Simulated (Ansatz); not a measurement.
# TiI2 on several prototypes: a ranking of structure types by relaxed energy

Computed with the Python package of Ansatz (0.2.0).

Script `run_prototypes.py`:
```python
import warnings

import ansatz
import numpy as np
import spglib


def alb2(first, second, a):
    return (
        ansatz.Lattice.from_parameters(a, a, 1.1 * a, alpha=90, beta=90, gamma=120)
        .space_group(191)
        .atom(first, (0, 0, 0))
        .atom(second, (1 / 3, 2 / 3, 0.5))
    )


def cdi2(a_site, b_site, a):
    return (
        ansatz.Lattice.from_parameters(a, a, 1.6 * a, alpha=90, beta=90, gamma=120)
        .space_group(164)
        .atom(a_site, (0, 0, 0))
        .atom(b_site, (1 / 3, 2 / 3, 0.25))
    )


def fluorite(A, B, a):
    return (
        ansatz.Lattice.fcc(a)
        .space_group(225)
        .atom(A, (0, 0, 0))
        .atom(B, (0.25, 0.25, 0.25))
        .primitive()
    )


def solve(name, crystal):
    calc = crystal.calculation()
    calc = calc.basis(320, density_ratio=6)
    calc = calc.functional('lda')
    calc = calc.eigensolver('davidson', mixed_precision=False)
    calc = calc.kpoints(spacing=0.39).occupations('fermi_dirac', width=0.05)
    calc = calc.stress()
    calc = calc.band_table()
    calc = calc.relax(force_tolerance=0.02, max_steps=40, cell=True)
    return calc.run(threads=1, pin='off')

def relaxed_twice(name, crystal):
    # the second pass draws mesh and plane waves anew for the relaxed cell
    first = solve(name, crystal)
    again = ansatz.Crystal(lattice=ansatz.Lattice.of(first.lattice.cell_ang))
    for site in first.report['lattice']['sites']:
        again = again.atom(site['symbol'], site['position_frac'])
    return solve(name, again)


def pressure_gpa(outcome):
    return float(np.trace(outcome.report['stress_gpa']) / 3)


def space_group(outcome):
    sites = outcome.report['lattice']['sites']
    kinds = sorted({site['symbol'] for site in sites})
    cell = (outcome.lattice.cell_ang, [site['position_frac'] for site in sites], [kinds.index(site['symbol']) for site in sites])
    return spglib.get_spacegroup(cell, symprec=0.01)


def volume_per_atom(outcome):
    return abs(np.linalg.det(outcome.lattice.cell_ang)) / len(outcome.lattice.sites)

warnings.simplefilter('ignore', ansatz.DeckWarning)

phases = {}
phases['AlB2'] = alb2('Ti', 'I', 4.4)
phases['CdI2'] = cdi2('Ti', 'I', 4.14)
phases['fluorite'] = fluorite('Ti', 'I', 6.99)

done = {}
for name, crystal in phases.items():
    try:
        done[name] = relaxed_twice(name, crystal)
    except ansatz.NonConvergedError as error:
        print(name, 'did not converge:', str(error)[:120])

energy = {name: o.report['energy_sigma0_ev'] / len(o.lattice.sites) for name, o in done.items()}
lowest = min(energy.values())
rows = [(name, len(o.lattice.sites), 1000 * (energy[name] - lowest), pressure_gpa(o), space_group(o), volume_per_atom(o)) for name, o in done.items()]
rows.sort(key=lambda row: row[2])
print('     phase       atoms  dE (meV/atom)     P (GPa)  space group  V (A^3/atom)')
for row in rows:
    print(f'{str(row[0]):>10}  {row[1]:10d}  {row[2]:13.1f}  {row[3]:10.2f}  {str(row[4]):>11}  {row[5]:12.3f}')
print('lowest in energy:', rows[0][0])
```

```console
$ python run_prototypes.py
     phase       atoms  dE (meV/atom)     P (GPa)  space group  V (A^3/atom)
      CdI2           3            0.0       -0.03  P-3m1 (164)        27.234
  fluorite           3          522.8       -0.01  Fm-3m (225)        27.251
      AlB2           3         1512.7       -0.01  P6/mmm (191)        27.305
lowest in energy: CdI2
```

Notes:
- These settings explore the input space; cutoff and mesh may be short of convergence.
- The cutoff lies under the one recommended for these potentials.
- Under the recommended cutoff a pressure can be off by several GPa, even in sign.
- For the metals among these phases the mesh is modest: differences between phases can be off by up to 40 meV an atom.
- Pressure is positive in compression.
- The cells are built on prototypes, so most aren't the phase found in nature. Rows bear the name of their start, and a relaxation keeps or raises the symmetry. Differences under about 40 meV an atom lie within the error of mesh and functional.
- The script silences the warnings on its input, which a real study should read.
- It ran for 39 s on 1 thread of AMD EPYC 9R45 96-Core Processor (Zen 5), with other jobs on the host, peak memory 0.46 GiB.

(Lines on the test bed's own set-up are left out of the output.)
